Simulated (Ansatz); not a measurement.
# LuSi2: how the settings move a single-point run

Aim: see which settings change the result for LuSi2, by how much, and at what cost.

Method: reference: DFT, PBEsol, all-electron LAPW, scalar-relativistic, in Ansatz 0.2.0.

## Step 1: The structure to begin with

The structure is orthorhombic, space group Cmmm (No. 65). The conventional cell has a = 4.089 Å, b = 7.083 Å, c = 3.796 Å, α = 90.00°, β = 90.00°, γ = 90.00°. Lu (site symmetry mmm) has 12 Si at 3.00 to 3.08 Å as nearest neighbours. Si (site symmetry m2m) is surrounded by 3 Si at 2.22 to 2.43 Å and 6 Lu at 3.00 to 3.08 Å.

Structure file:

```
Lu Si
1.0
     4.08934    0.00000    0.00000
    -2.04467    3.54147    0.00000
     0.00000    0.00000    3.79622
Lu Si
1 2
Direct
  0.00000 0.00000 0.00000
  0.31333 0.65667 0.50000
  0.68667 0.34333 0.50000
```

## Step 2: Reference

The input, input.yaml:

```yaml
crystal:
  lattice:
    - [4.0893360604, 0.0, 0.0]
    - [-2.0446680302, 3.5414689129, 0.0]
    - [0.0, 0.0, 3.796218]
  atoms:
    - { symbol: Lu, position: [0.0, 0.0, 0.0] }
    - { symbol: Si, position: [0.3133333333, 0.6566666667, 0.5] }
    - { symbol: Si, position: [0.6866666667, 0.3433333333, 0.5] }
kpoints:
  mp_grid: { grid: [9, 9, 8] }
scf:
  occupations: { method: fermi_dirac, width: 0.05 }
hamiltonian:
  xc: pbesol
  pseudopotentials: { kind: all_electron, lapw: { basis_error: 0.001 } }
output:
  forces: true
  stress: true
  eigenvalues: true
  populations: true
```

Launch:

```sh
$ ansatz run input.yaml --threads 1 --pin off --max-ram 3072MiB --backend cpu --events-out ev --progress --plain --runs-dir out
```

## Step 3: Changed: occupations.method gaussian, accuracy medium

Edit input.yaml of step 2 so:

```diff
@@ -12,3 +12,3 @@
 scf:
-  occupations: { method: fermi_dirac, width: 0.05 }
+  occupations: { method: gaussian, width: 0.05 }
 hamiltonian:
@@ -21 +21,2 @@
   populations: true
+accuracy: medium
```

## Step 4: Changing settings: mp_grid.grid [6, 6, 5]

Edit input.yaml of step 2 so:

```diff
@@ -10,3 +10,3 @@
 kpoints:
-  mp_grid: { grid: [9, 9, 8] }
+  mp_grid: { grid: [6, 6, 5] }
 scf:
```

Q: Predict the outcome of this session. Wanted: for each run, ending; energy change; pressure; gap; force.

**Answer**, as computed:

| run | ending | energy change | pressure (GPa) | gap (eV) | force (eV/Å) | cycles | time |
| --- | --- | --- | --- | --- | --- | --- | --- |
| reference | converged | 0 | -2.5 | 0.00 | 1.41 | 10 | 63 s |
| 1: occupations.method gaussian, accuracy medium | converged | +0.1 meV/atom (σ→0) | -2.5 | 0.00 | 1.41 | 10 | 67 s |
| 2: mp_grid.grid [6, 6, 5] | converged | +12.8 meV/atom | -3.1 | 0.00 | 1.46 | 10 | 21 s |

Residual by cycle in the longest SCF loop of each run; runs are numbered as in the table. The quantity is the density residual dr2, in eV.

| cycle | reference | run 1 | run 2 |
| --- | --- | --- | --- |
| 1 | 0.931 | 0.933 | 0.833 |
| 2 | 0.347 | 0.351 | 0.302 |
| 3 | 0.266 | 0.269 | 0.243 |
| 4 | 0.0404 | 0.0398 | 0.0385 |
| 5 | 0.00118 | 0.0013 | 9.8e-4 |
| 6 | 2.9e-4 | 3.1e-4 | 2.7e-4 |
| 7 | 1.2e-5 | 1.1e-5 | 2.0e-5 |
| 8 | 1.4e-6 | 1.5e-6 | 1.1e-6 |
| 9 | 2.5e-7 | 2.5e-7 | 2.2e-7 |
| 10 | 2.5e-8 | 2.6e-8 | 3.0e-8 |

**Reading.** Of the variants the dearest is «occupations.method gaussian, accuracy medium» (67 s), the cheapest «mp_grid.grid [6, 6, 5]» (21 s), on a shared host.
